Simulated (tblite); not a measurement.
# C8H9BO2Si: the cost of one run

The runs use tblite 0.8.0 and PySCF 2.14.0, with density-fitted response routines of our own; the level of theory stands in each step. All values are computed, except where a source is named. Atoms count from 0, in the outputs and in this text.

## Step 1: The starting structure

21 atoms, charge 0, multiplicity 1; geometry from: force field or distance geometry start.

Bonds of the start (Å): O0–B1 1.48, B1–O2 1.47, B1–C3 1.55, C3–C4 1.37, C4–C5 1.38, C5–C6 1.37, C6–C7 1.35, C7–C8 1.38, C8–C9 1.41, C9–C10 1.31, C10–Si11 1.85, C8–C3 1.41, Si11–C7 1.88, O0–H12 1.01, O2–H13 0.99, C4–H14 1.09, C5–H15 1.08, C6–H16 1.10, C9–H17 1.12, C10–H18 1.07, Si11–H19 1.44, Si11–H20 1.47.

## Step 2: Geometry optimisation with GFN2-xTB

Job settings and geometry (Å):

```
{"job": {"kind": "relax", "xc": "GFN2-xTB", "basis": "xTB"}, "charge": 0, "multiplicity": 1}
O      3.488200     0.030600    -1.181100
B      2.194300    -0.586100    -0.821800
O      2.241800    -2.060300    -0.814300
C      1.009300     0.253900    -0.279000
C      1.254700     1.549400     0.101700
C      0.283200     2.399700     0.586600
C     -0.981900     1.882700     0.707800
C     -1.210300     0.598100     0.354400
C     -0.284300    -0.293500    -0.145600
C     -0.748600    -1.589300    -0.457000
C     -2.016700    -1.857200    -0.259300
Si    -2.832700    -0.345200     0.418400
H      4.050100     0.096800    -0.342800
H      2.246000    -2.426600     0.108000
H      2.263900     1.941100    -0.011700
H      0.553200     3.410900     0.866000
H     -1.804200     2.500200     1.101900
H     -0.082600    -2.393100    -0.870700
H     -2.522600    -2.778900    -0.434400
H     -3.843100     0.216200    -0.442000
H     -3.266500    -0.532400     1.814300
```

The run is started by

```bash
> OMP_NUM_THREADS=1 python probes_run.py task.json out
```

The driver reads the jobs from task.json and runs them one after another.

Q: Estimate the wall time and peak memory of this first job on 1 thread of Arm Neoverse V2, shared host.

About 1.2 s, with a peak of 0.18 GiB.
